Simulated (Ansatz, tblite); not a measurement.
# C₂₁H₁₈N₂: a ladder of methods and basis sets

The task here is to estimate one member of a computed series from the others.

Program: Ansatz 0.2.0, Gaussian basis. Level of theory: as each input shows. These are calculated values, not measurements.

The runs, in order: GFN1-xTB, GFN2-xTB, PBE-D4/def2-TZVP, r2SCAN-D4/def2-TZVP, PBE-D4/def2-SVP, PBE0-D4/def2-SVP.

1 further run of the same task is left out (set aside as unsound or not needed). Runs told in other sessions of the task aren't counted.

## The geometry

The geometry is that of the singlet, from an earlier relaxation (PBE-D4/def2-SVP).

41 atoms, charge 0, spin multiplicity 1.

Bond lengths: C1–N2 1.449 Å, C1–H24 1.105 Å, C1–H25 1.114 Å, C1–H26 1.115 Å, N2–C3 1.449 Å, N2–C4 1.382 Å, C3–H27 1.105 Å, C3–H28 1.114 Å, C3–H29 1.114 Å, C4–C5 1.424 Å, C4–C23 1.424 Å, C5–C6 1.395 Å, C5–H30 1.097 Å, C6–C7 1.414 Å, C6–H31 1.101 Å, C7–C8 1.477 Å, C7–C22 1.414 Å, C8–C9 1.416 Å and more. Angles: N2–C1–H24 109.4°, N2–C1–H25 112.0°, N2–C1–H26 112.4°, H24–C1–H25 107.7°, H24–C1–H26 107.7°, H25–C1–H26 107.4°, C1–N2–C3 120.1°, C1–N2–C4 120.0°, C3–N2–C4 120.0°, N2–C3–H27 109.4°, N2–C3–H28 112.2°, N2–C3–H29 112.1°, H27–C3–H28 107.7°, H27–C3–H29 107.8°, H28–C3–H29 107.4°, N2–C4–C5 121.5°, N2–C4–C23 121.5°, C5–C4–C23 117.0° and more.

PBE0-D4/def2-TZVP was run before; its log isn't repeated, and its numbers join the tables.

The first run:

Tight binding, by tblite at 300 K electronic temperature and without a spin-polarisation term:

```python
tblite.interface.Calculator('GFN1-xTB', numbers, positions, charge=0, uhf=0).singlepoint()
```

Tight binding, by tblite at 300 K electronic temperature and without a spin-polarisation term:

```python
tblite.interface.Calculator('GFN2-xTB', numbers, positions, charge=0, uhf=0).singlepoint()
```

start.molden holds the orbitals of an earlier run on this state, given as this run's starting guess.

The input, in.yaml:

```yaml
crystal:
  periodic: [false, false, false]
  atoms:
    - {symbol: C, position_ang: [-6.448449, -0.748748, -1.443129]}
    - {symbol: N, position_ang: [-5.798494, -0.110651, -0.316726]}
    - {symbol: C, position_ang: [-6.592885, 0.525472, 0.714440]}
    - {symbol: C, position_ang: [-4.419279, -0.084861, -0.239323]}
    - {symbol: C, position_ang: [-3.746621, 0.524262, 0.857959]}
    - {symbol: C, position_ang: [-2.353493, 0.546561, 0.925148]}
    - {symbol: C, position_ang: [-1.541781, -0.033612, -0.076820]}
    - {symbol: C, position_ang: [-0.067091, -0.006686, 0.005272]}
    - {symbol: C, position_ang: [0.618133, 1.046529, 0.657599]}
    - {symbol: C, position_ang: [2.012519, 1.074344, 0.731576]}
    - {symbol: C, position_ang: [2.799159, 0.047571, 0.159960]}
    - {symbol: C, position_ang: [4.276275, 0.076504, 0.237138]}
    - {symbol: C, position_ang: [5.029319, -1.120452, 0.311328]}
    - {symbol: C, position_ang: [6.422987, -1.100435, 0.382397]}
    - {symbol: C, position_ang: [7.117110, 0.132812, 0.381008]}
    - {symbol: C, position_ang: [8.547380, 0.161042, 0.452951]}
    - {symbol: N, position_ang: [9.720507, 0.182889, 0.512437]}
    - {symbol: C, position_ang: [6.378484, 1.337674, 0.308955]}
    - {symbol: C, position_ang: [4.985116, 1.302483, 0.238515]}
    - {symbol: C, position_ang: [2.117800, -1.007530, -0.489934]}
    - {symbol: C, position_ang: [0.723579, -1.032529, -0.566477]}
    - {symbol: C, position_ang: [-2.214584, -0.638688, -1.163399]}
    - {symbol: C, position_ang: [-3.606279, -0.665883, -1.253695]}
    - {symbol: H, position_ang: [-7.544736, -0.692052, -1.315496]}
    - {symbol: H, position_ang: [-6.173052, -1.824751, -1.530047]}
    - {symbol: H, position_ang: [-6.193857, -0.260263, -2.412513]}
    - {symbol: H, position_ang: [-7.665523, 0.417891, 0.470628]}
    - {symbol: H, position_ang: [-6.426037, 0.068191, 1.716756]}
    - {symbol: H, position_ang: [-6.371800, 1.614042, 0.803429]}
    - {symbol: H, position_ang: [-4.318607, 0.975500, 1.678696]}
    - {symbol: H, position_ang: [-1.880385, 1.004547, 1.806994]}
    - {symbol: H, position_ang: [0.042978, 1.873202, 1.100605]}
    - {symbol: H, position_ang: [2.503592, 1.903215, 1.263649]}
    - {symbol: H, position_ang: [4.505953, -2.087436, 0.340620]}
    - {symbol: H, position_ang: [6.990073, -2.040206, 0.448561]}
    - {symbol: H, position_ang: [6.911954, 2.299138, 0.297812]}
    - {symbol: H, position_ang: [4.429623, 2.247994, 0.153234]}
    - {symbol: H, position_ang: [2.694445, -1.816144, -0.964113]}
    - {symbol: H, position_ang: [0.230867, -1.879528, -1.066707]}
    - {symbol: H, position_ang: [-1.629241, -1.077121, -1.985808]}
    - {symbol: H, position_ang: [-4.065676, -1.134281, -2.133481]}
basis:
  gaussian: {orbitals: def2-TZVP, fitting: {mean_field: def2-universal-jkfit}, initial_orbitals: start.molden}
hamiltonian: {xc: pbe, dispersion: d4}
scf: {omitted_lower_state_checks: [starts]}
output: {orbitals: {seedname: orbitals}}
```

Launch:

```sh
$ ansatz run in.yaml --threads 2 --pin off --events-out ev --progress --plain --max-ram 22528MiB --backend cuda --devices 0, --max-vram 18GiB
```

Steps of the session up to this table: PBE-D4/def2-TZVP; r2SCAN-D4/def2-TZVP; PBE-D4/def2-SVP; PBE0-D4/def2-SVP.

One table of the session follows, with a row left open; its other results are not shown here.

It belongs to the step «Binding energy». 

| level | binding an atom (eV) |
| --- | --- |
| PBE-D4/def2-SVP | 5.389 |
| PBE-D4/def2-TZVP | ? |
| r2SCAN-D4/def2-TZVP | 5.129 |
| PBE0-D4/def2-SVP | 5.270 |
| PBE0-D4/def2-TZVP | 5.187 |

**Question.** Estimate the row for PBE-D4/def2-TZVP.

As computed: binding an atom (eV): 5.309. In the column «binding an atom (eV)» it lies between PBE0-D4/def2-SVP (5.270) and PBE-D4/def2-SVP (5.389).

Caveats from the session: Free atoms were run apart at each level; binding is atoms less cluster, divided by the number of atoms, without zero-point or spin-orbit terms.
